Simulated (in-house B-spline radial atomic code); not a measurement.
# Pr⁵⁺: density, ELF and screening along the radius

Aim: the shell structure of Pr⁵⁺ in the radial density, the electron localisation function and the screened nuclear charge, under several settings.

Method: several methods, spin-polarised, as named in each step; spherical all-electron atom at the radial basis limit. Code: in-house B-spline radial atomic code version 1.

## 1. The atom as given

```
element       : praseodymium (Z = 59)
charge        : +5
electrons     : 54
configuration : [Kr] 4d10 5s2 5p6
nucleus       : point (non-relativistic runs) or finite (X2C runs)
```

Outer shells as boxes (Hund's rule):

[Kr] 4d10 5s2 5p6
```
[Kr] core
4d [↑↓][↑↓][↑↓][↑↓][↑↓]
5s [↑↓]
5p [↑↓][↑↓][↑↓]
```

Where spins are not typed, each open shell is filled with up spins first.

## 2. r2SCAN, X2C, [Kr] 4d10 5s2 5p6

The run's settings:

```ini
Z = 59
electrons = 54.0
configuration = [Kr] 4d10 5s2 5p6
hamiltonian = x2c
method = r2scan
spin_polarised = True
nucleus = fermi
rms_radius = 4.8919
mass_number = 141
atomic_mass = 140.907659604
speed_of_light = 137.035999084
```

Run with:

```bash
python run_scf.py task.json out
```

task.json lists these runs, among others, and the program works through them in turn.

## 3. AM05, X2C, [Kr] 4d10 5s2 5p6

Settings: those of step 2 with these lines changed.

```diff
@@ -4,3 +4,3 @@
 hamiltonian = x2c
-method = r2scan
+method = am05
 spin_polarised = True
```

## 4. LC-ωPBE, X2C, [Kr] 4d10 5s2 5p6

Settings: those of step 3 with these lines changed.

```diff
@@ -4,3 +4,3 @@
 hamiltonian = x2c
-method = am05
+method = lc_wpbe
 spin_polarised = True
```

## 5. LDA (VWN5), X2C, [Kr] 4d9 5s2 5p6 6s1

The run's settings:

```ini
Z = 59
electrons = 54.0
configuration = [Kr] 4d9 5s2 5p6 6s1
hamiltonian = x2c
method = lda,vwn
spin_polarised = True
nucleus = fermi
rms_radius = 4.8919
mass_number = 141
atomic_mass = 140.907659604
speed_of_light = 137.035999084
```

**Question.** How large is the system in each run, where do the shell borders lie, and what is the highest level?

The runs gave:

| run | total energy (hartree) | highest level (eV) | radius holding 50 / 90 / 99 % (bohr) | radius at n = 0.001 (bohr) | ELF minima on the full grid (bohr) |
| --- | --- | --- | --- | --- | --- |
| r2SCAN, X2C, [Kr] 4d10 5s2 5p6 | -9231.5953 | -77.367 | 0.363 / 1.34 / 2.29 | 3.12 | 0.039, 0.13, 0.37, 1.0 |
| AM05, X2C, [Kr] 4d10 5s2 5p6 | -9224.4075 | -76.823 | 0.363 / 1.33 / 2.29 | 3.13 | 0.039, 0.13, 0.37, 1.0 |
| LC-ωPBE, X2C, [Kr] 4d10 5s2 5p6 | -9231.1564 | -81.750 | 0.363 / 1.33 / 2.29 | 3.13 | 0.039, 0.13, 0.37, 1.0 |
| LDA (VWN5), X2C, [Kr] 4d9 5s2 5p6 6s1 | -9218.5613 | -43.297 | 0.364 / 1.40 / 2.81 | 3.83 | 0.033, 0.12, 0.36, 1.1, 2.6 |

What this shows: In the first run ELF has 4 minima on the grid, which mark the borders between shells. On the record's full grid the screened charge (r times the electrostatic potential) falls from 58.9 near the nucleus to 5.00 at 5.4 bohr; far out it tends to the net charge, 5. The radius that holds 99 % of the electrons runs from 2.29 bohr (AM05, X2C, [Kr] 4d10 5s2 5p6) to 2.81 bohr (LDA (VWN5), X2C, [Kr] 4d9 5s2 5p6 6s1). The grid is coarse (about 23 % a step), so the places of minima are rough. For X2C runs ELF uses the non-relativistic kinetic energy density, and the fields carry no picture-change correction.
